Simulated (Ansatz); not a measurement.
# Fe (Fe, A15): the cost of one run

Computed with Ansatz 0.2.0 (DFT LDA (PW92), plane waves (420 eV) with PAW, scalar-relativistic; PBE-made PAW files, unless a step says otherwise).

## Step 1: The system as given

Symmetry: Pm-3n, No. 223, cubic system. The conventional cell has a = 4.550 Å, b = 4.550 Å, c = 4.550 Å, α = 90.00°, β = 90.00°, γ = 90.00°. Fe (site symmetry m-3) has 12 Fe at 2.54 Å as nearest neighbours. Around Fe (site symmetry -4m2) lie 6 Fe at 2.28 to 2.54 Å.

Coordinates:

```
Fe
1.0
     4.55029    0.00000    0.00000
     0.00000    4.55029    0.00000
     0.00000    0.00000    4.55029
Fe
8
Direct
  0.00000 0.00000 0.00000
  0.50000 0.50000 0.50000
  0.25000 0.00000 0.50000
  0.75000 0.00000 0.50000
  0.50000 0.25000 0.00000
  0.50000 0.75000 0.00000
  0.00000 0.50000 0.25000
  0.00000 0.50000 0.75000
```

The atoms start with moments of +2.5 ×8 μB.

## Step 2: Geometry optimisation

Contents of input.yaml:

```yaml
crystal:
  lattice:
    - [4.5502851155, 0.0, 0.0]
    - [0.0, 4.5502851155, 0.0]
    - [0.0, 0.0, 4.5502851155]
  atoms:
    - { symbol: Fe, position: [0.0, 0.0, 0.0], spin: 2.5 }
    - { symbol: Fe, position: [0.5, 0.5, 0.5], spin: 2.5 }
    - { symbol: Fe, position: [0.25, 0.0, 0.5], spin: 2.5 }
    - { symbol: Fe, position: [0.75, 0.0, 0.5], spin: 2.5 }
    - { symbol: Fe, position: [0.5, 0.25, 0.0], spin: 2.5 }
    - { symbol: Fe, position: [0.5, 0.75, 0.0], spin: 2.5 }
    - { symbol: Fe, position: [0.0, 0.5, 0.25], spin: 2.5 }
    - { symbol: Fe, position: [0.0, 0.5, 0.75], spin: 2.5 }
hamiltonian:
  xc: lda
  pseudopotentials:
    kind: paw
    azcp:
      Fe: "pseudopotentials/Fe.paw.azcp"
basis:
  ecutwfc: 420
  fft_grid_basis: typed
kpoints:
  mp_grid: { grid: [6, 6, 6], shift: [0, 0, 0] }
magnetization:
  spin_polarized: true
scf:
  occupations: { method: fermi_dirac, width: 0.05 }
relax:
  max_steps: 60
  f_tol: 0.01
  cell: {}
```

Command:

```console
$ ansatz run input.yaml --threads 4 --pin off --max-ram 8192MiB --backend cpu --events-out ev --progress --plain --runs-dir out
```

**Question.** How long does this run take on 4 threads of Intel Xeon 6975P-C (Granite Rapids), shared host, and how much memory does it need?

About 38 s, with a peak of 0.66 GiB.
